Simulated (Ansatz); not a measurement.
**MgAu radical: up Jacob's ladder to CCSD(T)**

The task here is to estimate one member of a computed series from the others.

The runs use Ansatz 0.2.0, Gaussian basis; functionals in def2-TZVPP, the program's frozen cores in correlated methods.

The runs, in order: LDA (SPW92), PBE-D4, revPBE-D4, BLYP-D4, r2SCAN-D4, B97M-V, PBE0-D4, B3LYP-D4, r2SCANh-D4, r2SCAN0-D4, HSE06-D4, BHLYP-D4, CAM-B3LYP-D4, LC-ωPBE, ωB97X-V, ωB97M-V, B2PLYP, PBE-QIDH; CCSD(T)/def2-SVP; CCSD(T)/def2-TZVPP; CCSD(T)/def2-QZVPP; extrapolation to the limit; RPA on PBE.

### The relaxed structure

All runs share one geometry, relaxed beforehand with PBE0-D4 in a triple-zeta def2 set. Au takes the def2 core potential; no spin-orbit term is included.

SMILES `[Mg][Au]`, 2 atoms, charge 0, spin multiplicity 2.

Atoms are counted from 1 here; the program's logs count them from 0.

Bond lengths: Mg1–Au2 2.474 Å.

Set-up of the first run:

Contents of in.yaml:

```yaml
crystal:
  periodic: [false, false, false]
  atoms:
    - {symbol: Mg, position_ang: [-1.052201, 0.371480, -0.534259]}
    - {symbol: Au, position_ang: [1.052201, -0.371480, 0.534259]}
basis:
  gaussian: {orbitals: def2-TZVPP}
magnetization: {spin_polarized: true, initial_magnetization: 1}
hamiltonian: {xc: lda}
output: {orbitals: {seedname: orbitals}}
```

Run with:

```
$ ansatz run in.yaml --threads 2 --pin off --events-out ev --progress --plain --max-ram 20480MiB --backend cpu
```

Steps of the session up to this table: LDA; PBE-D4 (GGA); revPBE-D4 (GGA); BLYP-D4 (GGA); r2SCAN-D4 (meta-GGA); B97M-V (meta-GGA); B3LYP-D4 (hybrid); r2SCANh-D4 (hybrid); r2SCAN0-D4 (hybrid); HSE06-D4 (hybrid); BHLYP-D4 (hybrid); CAM-B3LYP-D4 (range-separated); LC-ωPBE (range-separated); ωB97X-V (range-separated); ωB97M-V (range-separated); B2PLYP (double hybrid); PBE-QIDH (double hybrid).

One of the session's tables, all rows but one given; the rest of the session is left out.

It belongs to the step «Frontier levels by functional». 

```
  functional  HOMO (eV)  LUMO (eV)  gap (eV)
 LDA (SPW92)      -4.56      -3.77      0.79
      PBE-D4      -4.44      -3.49      0.95
   revPBE-D4      -4.39      -3.38      1.01
     BLYP-D4      -4.28      -3.52      0.75
   r2SCAN-D4      -4.62      -3.00      1.62
      B97M-V      -4.22      -3.62      0.60
     PBE0-D4      -5.04      -2.71      2.33
    B3LYP-D4      -4.91      -3.08      1.83
  r2SCANh-D4      -4.85      -2.79      2.07
  r2SCAN0-D4      -5.20      -2.46      2.73
    HSE06-D4      -4.68      -3.07      1.61
    BHLYP-D4      -5.49      -2.10      3.39
CAM-B3LYP-D4      -5.98      -2.02      3.96
     LC-ωPBE      -6.95      -0.78      6.17
     ωB97X-V          ?          ?         ?
     ωB97M-V      -6.37      -1.35      5.03
```

**Question.** Estimate the row for ωB97X-V.

As computed: HOMO (eV): -6.62; LUMO (eV): -1.10; gap (eV): 5.52. In the column «HOMO (eV)» it lies between LC-ωPBE (-6.95) and ωB97M-V (-6.37).
